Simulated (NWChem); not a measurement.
# UM06-2X/aug-cc-pVDZ run of C2H3Si (SMILES [C]#C[SiH3])

Aim: the electronic atomisation energy of C2H3Si at UM06-2X/aug-cc-pVDZ, from 4 runs. 

The results are computed with NWChem 7.3.0.

## 1. The molecule

C2H3Si has 6 atoms, charge 0, and is taken as a doublet. As SMILES, `[C]#C[SiH3]`. The shape is that of a PBE0-D4/def2-TZVP optimisation.

Bond lengths: C1–C2 1.212 Å, C2–Si3 1.827 Å, Si3–H4 1.482 Å, Si3–H5 1.482 Å, Si3–H6 1.482 Å. Angles: C1–C2–Si3 179.9°, C2–Si3–H4 108.8°, C2–Si3–H5 108.8°, C2–Si3–H6 108.8°, H4–Si3–H5 110.1°, H4–Si3–H6 110.1°, H5–Si3–H6 110.1°.

## 2. A single-point energy at UM06-2X/aug-cc-pVDZ (run 1)

File nw.xyz:

```xyz
6

C      1.099800    -1.943700     1.067500
C      0.563900    -0.994100     0.538900
Si    -0.246300     0.437400    -0.257000
H     -1.451000    -0.035700    -0.979200
H      0.706200     1.059100    -1.207200
H     -0.630600     1.412800     0.790800
```

File nw.nw:

```
start nw
memory 2200 mb
charge 0

geometry noautosym nocenter noautoz
 load format xyz nw.xyz
end

basis "ao basis" spherical bse
 C library aug-cc-pVDZ
 Si library aug-cc-pVDZ
 H library aug-cc-pVDZ
end

dft
 xc m06-2x
 mult 2
 grid fine
 convergence energy 1e-08
 iterations 100
 mulliken
 print low
end

task dft energy
```

Started as:

```sh
nwchem nw.nw > nw.out
```

Log:

```text
[...]
 d= 0,ls=0.0,diis     1   -367.2131239657 -4.44D+02  8.43D-03  6.16D-02     5.3
[...]
 d= 0,ls=0.0,diis    13   -367.2662872792 -1.99D-09  1.93D-07  5.83D-11    59.4
[...]
         Total DFT energy =     -367.266287279206
      One electron energy =     -655.946141897035
           Coulomb energy =      245.019431720430
    Exchange-Corr. energy =      -32.706715564638
 Nuclear repulsion energy =       76.367138462037
[...]
      Total Density - Mulliken Population Analysis
     ---------------------------------------------
    Atom       Charge   Shell Charges
 -----------   ------   -------------------------------------------------------
    1 C    6     6.32   2.02  0.69  1.11 -0.11  1.82  0.76  0.00  0.04 -0.02
    2 C    6     5.90   2.02  0.69  0.57  0.11  1.99  0.41  0.05  0.03  0.04
    3 Si  14    14.44   2.00  2.04  0.75  0.62 -0.12  6.02  1.57  1.22  0.04  0.27  0.05
    4 H    1     0.78   0.73  0.04  0.01  0.01 -0.01
    5 H    1     0.78   0.73  0.04  0.01  0.01 -0.01
    6 H    1     0.78   0.73  0.04  0.01  0.01 -0.01
[...]
      <S2> =      0.7756 (Exact =     0.7500)
[...]
```

It took 60 s on 1 thread of Intel Xeon Platinum 8488C (Sapphire Rapids), shared host; peak memory 0.11 GiB.

## 3. The C atom at the same level (run 2)

File c.nw:

```
start c
title "C M06-2X"
memory total 2200 mb
charge 0

geometry units angstrom noautosym nocenter noautoz
  C      0.000000     0.000000     0.000000
end

basis "ao basis" spherical bse
  C library aug-cc-pVDZ
end

dft
  xc m06-2x
  mult 3
  grid fine
  convergence energy 1e-08
  maxiter 100
  mulliken
  noprint "final vectors analysis"
end

task dft energy
```

Run the same way, it converges to -37.83834 Eh (log not shown).

Run 3 isn't shown in full; the table further down has it.

## 4. The Si atom, same level (run 4)

File calc.nw:

```
start calc
title "Si"
memory 2200 mb

geometry units angstroms noautosym nocenter noautoz
  Si     0.000000     0.000000     0.000000
end

basis spherical bse
  * library aug-cc-pVDZ
end

dft
  xc m06-2x
  mult 3
  grid fine
  convergence energy 1e-08
  iterations 100
  mulliken
  print low
end

task dft energy
```

Started as:

```sh
nwchem calc.nw > calc.out
```

Log:

```text
[...]
 d= 0,ls=0.0,diis     1   -289.3231014822 -2.89D+02  1.20D-02  2.06D-02     0.6
[...]
 d= 0,ls=0.0,diis     7   -289.3443947136 -5.06D-10  2.83D-07  4.26D-12     2.3
[...]
         Total DFT energy =     -289.344394713628
      One electron energy =     -400.639697658656
           Coulomb energy =      132.081973864188
    Exchange-Corr. energy =      -20.786670919160
 Nuclear repulsion energy =        0.000000000000
[...]
      Total Density - Mulliken Population Analysis
     ---------------------------------------------
    Atom       Charge   Shell Charges
 -----------   ------   -------------------------------------------------------
    1 Si  14    14.00   2.00  2.02  1.06  0.88  0.03  6.01  0.95  0.99  0.05  0.00  0.00
     --------------------------------------------
      Spin Density - Mulliken Population Analysis
     --------------------------------------------
    Atom       Charge   Shell Charges
 -----------   ------   -------------------------------------------------------
    1 Si  14     2.00  -0.00 -0.00  0.07 -0.06 -0.00 -0.00  0.95  1.00  0.05 -0.00  0.00
[...]
      <S2> =      2.0028 (Exact =     2.0000)
[...]
```

Run time: 3 s. Hardware: 1 thread of Intel Xeon Platinum 8488C (Sapphire Rapids), shared host; peak memory 0.1 GiB.

## 5. All runs side by side

| run | partner | energy (Eh) | ⟨S²⟩ | wall time |
| --- | --- | --- | --- | --- |
| 1 | base | -367.266287 | 0.776 | 60 s |
| 2 | atoms | -37.838339 | 2.004 | 1.3 s |
| 3 | atoms | -0.497898 | 0.750 | 1 s |
| 4 | atoms | -289.344395 | 2.003 | 3 s |

## 6. Results

Level: UM06-2X/aug-cc-pVDZ.

```
                     quantity          value
        Si atom: total energy  -289.34439 Eh
                Si atom: ⟨S²⟩          2.003
electronic atomisation energy      20.450 eV
```

What this shows: Taking the molecule apart into free atoms costs 20.45 eV (1973 kJ/mol), before zero-point energy and without spin-orbit coupling. All runs together took 65 s, the longest 60 s.
